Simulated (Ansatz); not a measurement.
# IBr: taking an electron away

An exercise on one series of results from a longer session: the logs are not shown, and one member is left open.

Method: unrestricted cation, the program's frozen cores in correlated methods; program: Ansatz 0.2.0, Gaussian basis.

The runs, in order: UKS PBE-D4/def2-TZVPP; UKS r2SCAN-D4/def2-TZVPP; UKS PBE0-D4/def2-TZVPP; UKS B3LYP-D4/def2-TZVPP; UKS wB97X-V/def2-TZVPP; UKS wB97M-V/def2-TZVPP; UKS B2PLYP/def2-TZVPP; UHF-CCSD(T)/def2-TZVPP; UHF-MP2/def2-QZVPP; extrapolation to the limit; then −ε(HOMO) from the neutral's earlier runs with LDA (SPW92), PBE-D4, revPBE-D4, BLYP-D4, r2SCAN-D4, B97M-V, PBE0-D4, B3LYP-D4, r2SCANh-D4, r2SCAN0-D4, HSE06-D4, BHLYP-D4, CAM-B3LYP-D4, LC-ωPBE, ωB97X-V, ωB97M-V.

**Structure used throughout**

The geometry comes from an earlier relaxation with PBE0-D4 in a triple-zeta def2 set; it is a stationary point. I takes the def2 core potential; no spin-orbit term is included.

SMILES `BrI`, 2 atoms, charge 0, spin multiplicity 1.

Atoms are counted from 1 here; the program's logs count them from 0.

Bond lengths: Br1–I2 2.464 Å.

The first run:

Contents of in.yaml:

```yaml
crystal:
  periodic: [false, false, false]
  atoms:
    - {symbol: Br, position_ang: [-0.000000, 0.000000, -0.002925]}
    - {symbol: I, position_ang: [0.000000, -0.000000, 2.460895]}
basis:
  gaussian: {orbitals: def2-TZVPP}
total_charge: 1
magnetization: {spin_polarized: true, initial_magnetization: 1}
hamiltonian: {xc: pbe, dispersion: d4}
```

Command:

```bash
> ansatz run in.yaml --threads 4 --pin off --events-out ev --progress --plain --max-ram 10444MiB
```

Steps of the session up to this table: Cation, UKS PBE-D4/def2-TZVPP; Cation, UKS r2SCAN-D4/def2-TZVPP; Cation, UKS PBE0-D4/def2-TZVPP; Cation, UKS B3LYP-D4/def2-TZVPP; Cation, UKS wB97X-V/def2-TZVPP; Cation, UKS wB97M-V/def2-TZVPP; Cation, UKS B2PLYP (frozen core)/def2-TZVPP; Cation, UHF-CCSD(T)/def2-TZVPP; Cation, UHF-MP2/def2-QZVPP.

One of the session's tables, all rows but one given; the rest of the session is left out.

For comparison, −ε(HOMO) of the neutral from earlier runs:

| functional | −ε(HOMO) (eV) |
| --- | --- |
| LDA (SPW92) | 6.62 |
| PBE-D4 | 6.46 |
| revPBE-D4 | 6.42 |
| BLYP-D4 | 6.28 |
| r2SCAN-D4 | 6.76 |
| B97M-V | 6.79 |
| PBE0-D4 | 7.65 |
| B3LYP-D4 | 7.39 |
| r2SCANh-D4 | 7.19 |
| r2SCAN0-D4 | 7.84 |
| HSE06-D4 | 7.26 |
| BHLYP-D4 | 8.66 |
| CAM-B3LYP-D4 | 8.91 |
| LC-ωPBE | ? |
| ωB97X-V | 9.92 |
| ωB97M-V | 9.78 |

Estimate the missing values for LC-ωPBE.

As computed: −ε(HOMO) (eV): 10.27. In the column «−ε(HOMO) (eV)» it is the highest.

To keep in mind: The cation may have settled in a state other than its lowest; no search over hole states beyond the program's own was made.
